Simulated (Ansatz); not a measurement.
# C10H8O: basis-set convergence

One table from this session's results is given with a row withheld; the runs are named, their logs left out.

Computed with Ansatz 0.2.0, Gaussian basis. Level: one geometry, several basis sets.

The runs, in order: PBE0-D4/def2-SVP; ωB97M-V/def2-SVP; PBE0-D4/def2-QZVPP; ωB97M-V/def2-QZVPP; the functionals' def2-TZVPP values are taken from earlier runs.

## Structure used throughout

The geometry comes from an earlier relaxation with PBE0-D4 in a triple-zeta def2 set; it is a stationary point, not always the lowest conformer.

SMILES `Oc1cccc2ccccc12`, 19 atoms, charge 0, spin multiplicity 1.

Atoms are counted from 1 here; the program's logs count them from 0.

Bond lengths: O1–C2 1.354 Å, O1–H12 0.960 Å, C2–C3 1.371 Å, C2–C11 1.421 Å, C3–C4 1.402 Å, C3–H13 1.083 Å, C4–C5 1.367 Å, C4–H14 1.084 Å, C5–C6 1.410 Å, C5–H15 1.084 Å, C6–C7 1.412 Å, C6–C11 1.424 Å, C7–C8 1.367 Å, C7–H16 1.085 Å, C8–C9 1.406 Å, C8–H17 1.084 Å, C9–C10 1.368 Å, C9–H18 1.084 Å and more. Angles: C2–O1–H12 109.8°, O1–C2–C3 117.6°, O1–C2–C11 121.8°, C3–C2–C11 120.6°, C2–C3–C4 120.3°, C2–C3–H13 118.7°, C4–C3–H13 121.0°, C3–C4–C5 120.9°, C3–C4–H14 118.9°, C5–C4–H14 120.1°, C4–C5–C6 120.0°, C4–C5–H15 120.9°, C6–C5–H15 119.0°, C5–C6–C7 121.6°, C5–C6–C11 119.8°, C7–C6–C11 118.6°, C6–C7–C8 121.3°, C6–C7–H16 118.3° and more.

Set-up of the first run:

in.yaml

```yaml
crystal:
  periodic: [false, false, false]
  atoms:
    - {symbol: O, position_ang: [2.868147, 0.243157, 0.016063]}
    - {symbol: C, position_ang: [1.634120, 0.142010, -0.530740]}
    - {symbol: C, position_ang: [1.542825, 0.143015, -1.898529]}
    - {symbol: C, position_ang: [0.292349, 0.039964, -2.524973]}
    - {symbol: C, position_ang: [-0.855667, -0.065652, -1.789913]}
    - {symbol: C, position_ang: [-0.794029, -0.067549, -0.381198]}
    - {symbol: C, position_ang: [-1.958993, -0.173826, 0.409972]}
    - {symbol: C, position_ang: [-1.893473, -0.171234, 1.775044]}
    - {symbol: C, position_ang: [-0.648970, -0.058657, 2.419710]}
    - {symbol: C, position_ang: [0.499319, 0.045462, 1.683678]}
    - {symbol: C, position_ang: [0.465917, 0.041289, 0.272295]}
    - {symbol: H, position_ang: [2.805588, 0.186410, 0.972580]}
    - {symbol: H, position_ang: [2.453087, 0.222197, -2.480111]}
    - {symbol: H, position_ang: [0.246247, 0.042426, -3.607958]}
    - {symbol: H, position_ang: [-1.821823, -0.148087, -2.274194]}
    - {symbol: H, position_ang: [-2.916489, -0.257741, -0.093009]}
    - {symbol: H, position_ang: [-2.798938, -0.253711, 2.364897]}
    - {symbol: H, position_ang: [-0.600247, -0.052479, 3.502191]}
    - {symbol: H, position_ang: [1.439128, 0.138608, 2.220594]}
basis:
  gaussian: {orbitals: def2-SVP}
hamiltonian: {xc: pbe0, dispersion: d4}
output: {orbitals: {seedname: orbitals}}
```

The run is started by

```bash
$ ansatz run in.yaml --threads 4 --pin off --events-out ev --progress --plain --max-ram 41984MiB --backend cpu
```

Among the steps run: PBE0-D4 in def2-SVP; ωB97M-V in def2-SVP; PBE0-D4 in def2-QZVPP; ωB97M-V in def2-QZVPP.

One table of the session follows, with a row left open; its other results are not shown here.

It belongs to the step «Density functionals: the series». 

| functional | basis | HOMO (eV) |
| --- | --- | --- |
| PBE0-D4 | def2-SVP | -5.95 |
| PBE0-D4 | def2-TZVPP | -6.00 |
| PBE0-D4 | def2-QZVPP | -6.03 |
| ωB97M-V | def2-SVP | ? |
| ωB97M-V | def2-TZVPP | -7.92 |
| ωB97M-V | def2-QZVPP | -7.94 |

Q: Estimate the row for ωB97M-V, def2-SVP from the others.

The run gave: HOMO (eV): -7.85. In the column «HOMO (eV)» it lies between ωB97M-V, def2-TZVPP (-7.92) and PBE0-D4, def2-QZVPP (-6.03).
